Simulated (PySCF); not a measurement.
# C2H6GeO: the cost of one run

Computed with PySCF 2.14.0, with density-fitted response routines of our own, on a single molecule in the gas phase. Atoms count from 0, in the outputs and in this text.

### Step 1. Starting geometry

10 atoms, charge 0, multiplicity 1; geometry from: PBE0-D3(BJ)/def2-SVP.

Bonds of the start (Å): C0–C1 1.34, C1–O2 1.34, O2–Ge3 1.80, C0–H4 1.09, C0–H5 1.09, C1–H6 1.10, Ge3–H7 1.54, Ge3–H8 1.54, Ge3–H9 1.53.

### Step 2. Nuclear shieldings: HF/pcSseg-2

Job settings and geometry (Å):

```
{"job": {"kind": "nmr", "xc": "HF", "basis": "pcSseg-2", "pop": false}, "charge": 0, "multiplicity": 1}
C      1.502645    -0.584514    -0.023669
C      1.001247     0.493347    -0.637530
O     -0.260159     0.949056    -0.606414
Ge    -1.570944     0.152028     0.342541
H      2.558155    -0.830326    -0.143808
H      0.899359    -1.246646     0.604287
H      1.640769     1.131848    -1.260063
H     -1.767847    -1.276468    -0.191150
H     -1.167184     0.143162     1.826246
H     -2.779889     1.049910     0.069777
```

Level: GIAO HF/pcSseg-2 NMR shielding, non-relativistic, gas phase.

Started as:

```
> OMP_NUM_THREADS=1 python probes_run.py task.json out
```

This one command runs all jobs of the session in turn.

Q: Estimate the wall time and peak memory of this first job on 1 thread of Arm Neoverse N1, shared host.

About 28 s, with a peak of 0.96 GiB.
